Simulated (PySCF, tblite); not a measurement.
# C₈H₆N radical: geometry, infrared bands and EPR parameters

What infrared bands and EPR parameters should C₈H₆N radical (`[H]/[C]=C1\C=CC(CC#N)=C1`) show?

The runs use tblite 0.8.0 and PySCF 2.14.0, with density-fitted response routines of our own; the level of theory stands in each step. All values are computed, except where a source is named. Atoms are numbered from 0 throughout.

## Step 1: The starting structure

15 atoms, charge 0, multiplicity 2; geometry from: force field or distance geometry start.

Bonds of the start (Å): C0–C1 1.28, C1–C2 1.46, C2–C3 1.34, C3–C4 1.45, C4–C5 1.49, C5–C6 1.47, C6–N7 1.16, C4–C8 1.35, C8–C1 1.44, C0–H9 1.08, C2–H10 1.08, C3–H11 1.09, C5–H12 1.10, C5–H13 1.10, C8–H14 1.08.

## Step 2: Relaxing the molecule with GFN2-xTB

The job: settings as JSON, then the geometry in Å.

```
{"job": {"kind": "relax", "xc": "GFN2-xTB", "basis": "xTB"}, "charge": 0, "multiplicity": 2}
C     -3.016000     0.191500    -0.175500
C     -1.764700     0.157300     0.087400
C     -1.180700    -0.009700     1.414600
C      0.142700     0.014800     1.239000
C      0.457200     0.168800    -0.163500
C      1.849400     0.255400    -0.696400
C      2.561400    -1.023300    -0.562100
N      3.145900    -2.023000    -0.450600
C     -0.687000     0.262400    -0.864700
H     -4.070200     0.224600    -0.391800
H     -1.739200    -0.118500     2.331900
H      0.873600    -0.098000     2.035200
H      2.394300     1.042800    -0.146900
H      1.847900     0.550700    -1.752500
H     -0.819000     0.412200    -1.925900
```

On the command line:

```console
OMP_NUM_THREADS=1 python probes_run.py task.json out
```

The driver reads the jobs from task.json and runs them one after another.

Log:

```text
step      E/eV     max force
  0    -623.07296    2.619
  1    -623.02784    6.998
  2    -623.16333    1.491
  3    -623.16981    2.426
  4    -623.19894    0.309
  5    -623.20551    0.270
  6    -623.21371    0.320
  7    -623.21628    0.130
  8    -623.21705    0.073
  9    -623.21755    0.072
 10    -623.21803    0.063
 11    -623.21849    0.058
 12    -623.21891    0.055
 13    -623.21925    0.060
 14    -623.21957    0.057
 15    -623.22013    0.091
 16    -623.22140    0.187
 17    -623.22351    0.428
 18    -623.22697    0.442
 19    -623.18360    1.634
 20    -623.22139    1.130
 21    -623.23368    0.491
 22    -623.25512    0.217
 23    -623.26216    0.231
 24    -623.26687    0.255
 25    -623.27652    0.243
 26    -623.28264    0.211
 27    -623.28792    0.173
 28    -623.29442    0.175
 29    -623.30038    0.247
 30    -623.30634    0.229
 31    -623.31102    0.333
 32    -623.31451    0.144
 33    -623.31669    0.111
 34    -623.31812    0.083
 35    -623.31897    0.078
 36    -623.31982    0.087
 37    -623.32062    0.087
 38    -623.32136    0.064
 39    -623.32193    0.075
 40    -623.32235    0.055
 41    -623.32265    0.026
 42    -623.32285    0.028
 43    -623.32302    0.036
 44    -623.32323    0.043
 45    -623.32348    0.037
 46    -623.32369    0.027
 47    -623.32380    0.025
 48    -623.32386    0.022
 49    -623.32391    0.017
 50    -623.32396    0.014
 51    -623.32400    0.015
 52    -623.32403    0.014
 53    -623.32405    0.011
 54    -623.32407    0.011
 55    -623.32409    0.009
```

It took 1.1 s on 1 thread of AMD EPYC, shared host; peak memory 0.18 GiB.

Step by step: (not every step is listed) (the energy doesn't fall at every step)

```tsv
step	energy from step 0 (eV)	largest force (eV/Å)
0	0.0000	2.6185
1	0.0451	6.9977
2	-0.0904	1.4906
3	-0.0969	2.4259
4	-0.1260	0.3087
5	-0.1326	0.2703
6	-0.1408	0.3195
7	-0.1433	0.1302
8	-0.1441	0.0729
12	-0.1460	0.0555
16	-0.1484	0.1871
20	-0.1484	1.1302
24	-0.1939	0.2549
28	-0.2215	0.1748
32	-0.2416	0.1435
36	-0.2469	0.0874
40	-0.2494	0.0552
44	-0.2503	0.0429
48	-0.2509	0.0216
50	-0.2510	0.0142
51	-0.2510	0.0150
52	-0.2511	0.0144
53	-0.2511	0.0106
54	-0.2511	0.0108
55	-0.2511	0.0094
```

Close pairs (by a distance rule), those that changed most:

```tsv
bond	before (Å)	after (Å)	change (Å)
C1–C2	1.460	1.485	+0.026
C5–C6	1.470	1.444	-0.026
C0–C1	1.279	1.304	+0.024
C1–C8	1.442	1.465	+0.023
C6–N7	1.163	1.143	-0.021
C0–H9	1.077	1.065	-0.012
C3–C4	1.446	1.456	+0.011
C3–H11	1.087	1.076	-0.011
```

The next job starts from the end point, and lists it.

## Step 3: Infrared spectrum with GFN2-xTB

The job: settings as JSON, then the geometry in Å.

```
{"job": {"kind": "ir", "xc": "GFN2-xTB", "basis": "xTB"}, "charge": 0, "multiplicity": 2}
C     -3.061977     0.197931    -0.341446
C     -1.797783     0.165549    -0.025169
C     -1.208405    -0.018118     1.325980
C      0.125276     0.012669     1.202431
C      0.479326     0.212348    -0.196114
C      1.893709     0.279918    -0.685897
C      2.530656    -1.003430    -0.507197
N      3.017398    -2.025724    -0.353447
C     -0.649244     0.299588    -0.924382
H     -4.015377     0.118723     0.125821
H     -1.801611    -0.148068     2.209784
H      0.846687    -0.093659     1.993692
H      2.460921     1.023759    -0.115936
H      1.922587     0.543061    -1.746517
H     -0.746577     0.443444    -1.983514
```

Log:

```text
mode    cm-1     km/mol
  1      28.6      3.87
  2      84.0      4.25
  3     159.8      3.08
  4     245.3      6.58
  5     280.5      1.28
  6     352.0      1.53
  7     373.1      3.60
  8     448.6      3.50
  9     542.9      0.89
 10     580.4      0.16
 11     643.8      9.28
 12     660.1     21.77
 13     692.6      8.42
 14     705.5     33.44
 15     784.3      5.00
 16     806.7     15.04
 17     839.4      0.04
 18     890.1      6.55
 19     915.0      5.89
 20     938.9      6.52
 21     992.3      7.43
 22    1074.4      1.64
 23    1101.1      0.66
 24    1116.4      1.39
 25    1162.9      5.04
 26    1204.7      9.11
 27    1254.7     26.16
 28    1327.3     20.83
 29    1407.6      8.09
 30    1550.6     15.39
 31    1631.0      9.68
 32    1693.4     29.76
 33    2412.8    235.11
 34    2939.3     10.10
 35    2972.3     11.02
 36    3119.6     15.02
 37    3152.7     18.00
 38    3160.1     22.47
 39    3198.7      7.63
```

Wall time 1.4 s (1 thread of AMD EPYC, shared host); peak memory 0.18 GiB.

The strongest bands and the atoms that carry them (share of the mass-weighted mode):

```tsv
cm⁻¹	km/mol	atoms
660	21.8	H9 55 %, C0 14 %
706	33.4	H9 37 %, C0 28 %
1255	26.2	C5 38 %, H13 31 %, H12 23 %
1327	20.8	C4 48 %, C3 22 %
1693	29.8	C1 57 %, C0 35 %
2413	235.1	C6 60 %, N7 39 %
3153	18.0	H14 92 %
3160	22.5	H10 89 %
```

## Step 4: EPR parameters: B3LYP/pcH-1

The job, as its differences from that of step 3:

```diff
@@ -1,2 +1,2 @@
-{"job": {"kind": "ir", "xc": "GFN2-xTB", "basis": "xTB"}, "charge": 0, "multiplicity": 2}
+{"job": {"kind": "epr", "basis": "pcH-1"}, "charge": 0, "multiplicity": 2}
 C     -3.061977     0.197931    -0.341446
```

Level: UKS B3LYP, pcH-1 on C H N, non-relativistic, mean-field spin-orbit, GIAO.

Log:

```text
UKS, coarse grid
  cycle   1  E = -362.99990629  |g| = 3.97e-01
  cycle   2  E = -362.79906793  |g| = 7.84e-01
  cycle   3  E = -363.07479008  |g| = 1.25e-01
  cycle   4  E = -363.08075951  |g| = 5.39e-02
  cycle   5  E = -363.08168978  |g| = 3.37e-02
  cycle   6  E = -363.08233652  |g| = 5.27e-03
  cycle   7  E = -363.08236879  |g| = 4.25e-03
  cycle   8  E = -363.08238976  |g| = 2.03e-03
  cycle   9  E = -363.08240224  |g| = 1.04e-03
  cycle  10  E = -363.08240536  |g| = 5.75e-04
UKS, final grid
  cycle   1  E = -363.08240209  |g| = 7.69e-04
  cycle   2  E = -363.08240165  |g| = 1.36e-03
  cycle   3  E = -363.08240254  |g| = 2.13e-04
  cycle   4  E = -363.08240258  |g| = 1.33e-04
  cycle   5  E = -363.08240263  |g| = 1.34e-04
  cycle   6  E = -363.08240266  |g| = 3.15e-05
  cycle   7  E = -363.08240266  |g| = 1.37e-05
E = -363.08240266 Eh   <S^2> = 0.7649 (exact 0.7500)
g shifts (ppm)      1          2          3
  rmc          -154       -154       -154
  gc             28          7        -20
  oz_so        -627        -53        623
  total        -754       -200        449
hyperfine (MHz)  atom isotope    a_iso     a_fc   dipolar eigenvalues
    0   13C     309.58     309.58    -86.19    -57.69    143.88
    1   13C     -14.93     -14.93    -18.99      2.18     16.81
    2   13C      75.51      75.51     -9.16     -5.46     14.62
    3   13C       0.57       0.57     -7.29      1.81      5.48
    4   13C      -4.07      -4.07     -6.78      2.48      4.30
    5   13C       2.92       2.92     -0.34     -0.18      0.53
    6   13C      -2.85      -2.85     -0.22      0.02      0.20
    7   14N      -0.02      -0.02     -0.13      0.04      0.08
    8   13C      49.78      49.78     -5.70     -2.75      8.45
    9    1H      34.01      34.01    -33.29     -8.50     41.79
   10    1H      -5.49      -5.49     -5.14     -1.74      6.87
   11    1H      12.70      12.70     -1.24     -0.50      1.74
   12    1H      -2.97      -2.97     -0.35     -0.32      0.67
   13    1H       0.19       0.19     -0.62     -0.58      1.21
   14    1H      -3.09      -3.09     -4.81     -2.28      7.09
```

It took 3 min on 1 thread of AMD EPYC, shared host; peak memory 0.96 GiB.

Principal g values 2.00157, 2.00212, 2.00277; g(iso) = 2.00215, against 2.00232 for a free electron.

Hyperfine couplings; where a row names several nuclei, a(iso) is their mean (it holds for fast rotation or exchange) and the dipolar term the largest among them:

```tsv
nuclei	isotope	a(iso) (MHz)	a(iso) (G, at g = 2.0023)	largest dipolar term (MHz)
C0	13C	309.6	110.5	143.9
C2	13C	75.5	26.9	14.6
C8	13C	49.8	17.8	8.5
H9	1H	34.0	12.1	41.8
C1	13C	-14.9	-5.3	-19.0
H11	1H	12.7	4.5	1.7
H10	1H	-5.5	-2.0	6.9
C4	13C	-4.1	-1.5	-6.8
H14	1H	-3.1	-1.1	7.1
C5	13C	2.9	1.0	0.5
C6	13C	-2.9	-1.0	-0.2
H12, H13	1H	-1.4	-0.5	1.2
C3	13C	0.6	0.2	-7.3
N7	14N	0.0	0.0	-0.1
```

Mulliken spin populations:

C0 1.08; C1 -0.17; C2 0.09; C3 -0.03; C4 -0.03; C5 0.00; C6 0.00; N7 0.00; C8 0.05; H9 0.01; H10 0.00; H11 0.01; H12 0.00; H13 0.00; H14 0.00

In first order the couplings over 0.8 MHz of 1H give 48 distinct lines over 20.7 G, if the averaged nuclei exchange fast.

The fields below are evaluated on a grid from the run's orbitals.

ELF in a plane through or near 9 of the atoms.

Values, 10 rows by 14 columns:
```
0.00 0.00 0.00 0.00 0.00 0.00 0.00 0.00 0.00 0.00 0.00 0.00 0.00 0.00
0.00 0.00 0.00 0.00 0.00 0.00 0.05 0.00 0.00 0.00 0.00 0.00 0.00 0.00
0.00 0.00 0.00 0.00 0.00 0.14 0.99 0.44 0.06 0.97 0.51 0.00 0.00 0.00
0.00 0.00 0.00 0.03 0.03 0.01 0.95 0.45 0.55 0.99 0.49 0.00 0.00 0.00
0.00 0.00 0.02 0.16 0.22 0.10 0.67 0.36 0.31 0.52 0.02 0.07 0.01 0.00
0.00 0.00 0.01 0.13 0.66 0.36 0.30 0.59 0.60 0.60 0.58 0.94 0.34 0.00
0.00 0.00 0.00 0.02 0.90 0.93 0.18 0.20 0.67 0.59 0.76 0.61 0.06 0.00
0.00 0.00 0.00 0.01 0.97 0.93 0.05 1.00 0.76 0.12 0.80 0.30 0.00 0.00
0.00 0.00 0.00 0.00 0.00 0.00 0.02 0.78 0.21 0.00 0.03 0.00 0.00 0.00
0.00 0.00 0.00 0.00 0.00 0.00 0.00 0.00 0.00 0.00 0.00 0.00 0.00 0.00
```
The map spans 13.1 Å across and 9.4 Å up, centred on the molecule. Atoms in the plane (x, y in Å): C2 (1.4, 1.1), C3 (0.1, 1.2), C4 (-0.5, -0.2), C5 (-2.0, -0.4), C8 (0.5, -1.1), H10 (2.1, 1.9), H11 (-0.5, 2.1), H13 (-2.1, -1.5), H14 (0.4, -2.1).

On the surface of density 0.002 e/bohr³ the electrostatic potential runs, from the 1st to the 99th percentile, from -1.83 V near N7 to 1.45 V near H9.

The spin density lies nearest to C0 69 %; H9 9 %; C1 7 % (beta excess).

## Step 5: What came out

| quantity | value |
| --- | --- |
| strongest single infrared mode (GFN2-xTB) | 2413 cm⁻¹, 235 km/mol |
| zero-point energy (GFN2-xTB) | 67.8 kcal/mol |
| g(iso) (B3LYP) | 2.00215 |
| ⟨S²⟩ | 0.765 (exact 0.75) |
| largest a(iso) (averaged by class) | 13C on C0, 309.6 MHz |
| surface potential, 1st and 99th percentile | -1.83 V and 1.45 V |

Relaxing lowered the energy by 0.251 eV in 55 steps; the close pair that moved most is C1–C2, from 1.460 to 1.485 Å. No mode is imaginary among the 39: a minimum at this level. The strongest single mode, at 2413 cm⁻¹, moves mainly C6 and N7. Unscaled tight-binding wavenumbers are off by several per cent, some by more. Its intensities can rank the bands wrongly. Most of the unpaired spin sits on C0 (1.08 e). The isotropic g lies 0.2 ppt below the free-electron value.
